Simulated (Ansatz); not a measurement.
# FGaH₆Si (built from SMILES F.[SiH3][GaH2]): Born-Oppenheimer dynamics

The task is to watch the atoms for 80 steps of 0.5 fs, started with velocities for 200 K and run with a Langevin thermostat, and see to which side of the barrier the system falls.

The runs use Ansatz 0.2.0, Gaussian basis; CAM-B3LYP-D4/def2-SVP.

1 further run of the same task is left out (it didn't finish). Runs told in other sessions of the task aren't counted.

### Step 1. Where the work starts

The start, a first-order saddle point found at PBE0-D4 in triple zeta: 9 atoms, charge 0, spin multiplicity 1.

Atoms are counted from 1 here; the program's logs count them from 0.

Bond lengths: Ga1–Si2 2.620 Å, Ga1–H3 1.553 Å, Ga1–H4 1.553 Å, Ga1–H5 1.876 Å, Ga1–F6 2.004 Å, Si2–H7 1.485 Å, Si2–H8 1.486 Å, Si2–H9 1.501 Å, H5–F6 1.180 Å. Angles: Si2–Ga1–H3 107.6°, Si2–Ga1–H4 107.4°, Si2–Ga1–H5 45.8°, Si2–Ga1–F6 81.0°, H3–Ga1–H4 132.7°, H3–Ga1–H5 113.6°, H3–Ga1–F6 108.0°, H4–Ga1–H5 113.5°, H4–Ga1–F6 108.0°, H5–Ga1–F6 35.2°, Ga1–Si2–H7 122.5°, Ga1–Si2–H8 122.0°, Ga1–Si2–H9 79.6°, H7–Si2–H8 110.6°, H7–Si2–H9 106.9°, H8–Si2–H9 106.9°, Ga1–H5–F6 78.3°, Ga1–F6–H5 66.5°.

As a file:

```xyz
9
charge 0, multiplicity 1
Ga   -1.3603    0.2635   -0.1897
Si    1.1185   -0.5444    0.0675
H    -1.6549    0.3954   -1.7089
H    -2.1688   -0.3371    0.9925
H     0.2372    1.0928    0.3400
F    -0.5350    1.9802    0.4324
H     2.1759   -0.2001   -0.9174
H     1.7166   -0.8400    1.3950
H     0.4707   -1.8104   -0.4116
```

### Step 2. The run

md/in.yaml reads:

```yaml
crystal:
  periodic: [false, false, false]
  atoms:
    - {symbol: Ga, position_ang: [-1.360272, 0.263464, -0.189746]}
    - {symbol: Si, position_ang: [1.118544, -0.544375, 0.067520]}
    - {symbol: H, position_ang: [-1.654935, 0.395371, -1.708879]}
    - {symbol: H, position_ang: [-2.168804, -0.337118, 0.992496]}
    - {symbol: H, position_ang: [0.237194, 1.092838, 0.340029]}
    - {symbol: F, position_ang: [-0.535040, 1.980199, 0.432447]}
    - {symbol: H, position_ang: [2.175897, -0.200123, -0.917368]}
    - {symbol: H, position_ang: [1.716614, -0.840010, 1.394956]}
    - {symbol: H, position_ang: [0.470701, -1.810447, -0.411555]}
basis:
  gaussian: {orbitals: def2-SVP}
hamiltonian: {xc: {name: CAM-B3LYP}, dispersion: d4}
md: {n_steps: 80, timestep: 0.5, temperature: 200, ensemble: nvt_langevin, seed: 231, friction: 0.002, initial_velocities: maxwell_boltzmann}
```

Command:

```sh
$ ansatz run in.yaml --threads 4 --pin off --events-out ev --progress --plain --max-ram 9574MiB
```

**Question.** What will these runs give? Wanted: temperature at the start; mean temperature, second half; lowest and highest potential energy, from the first frame; largest change of potential + kinetic.

**Answer**, as computed:

```
                                                 quantity              value
                                                   length  80 steps, 40.0 fs
                                 temperature at the start              178 K
                            mean temperature, second half              355 K
lowest and highest potential energy, from the first frame   -360 and 118 meV
                    largest change of potential + kinetic           87.6 meV
```

By the last frame it has moved back towards the start side of the step. The system runs downhill by 0.36 eV, and that energy turns into motion. The thermostat trades energy with the molecule, so the sum of potential and kinetic energy isn't conserved: it changes by +74 meV over the run. The mean temperature of the second half is still well above the 200 K set. The temperature runs between 117 and 541 K. Under Langevin the temperature counts 3N degrees of freedom, more than the drawn velocities fill, so it starts at 178 K, not 200 K.
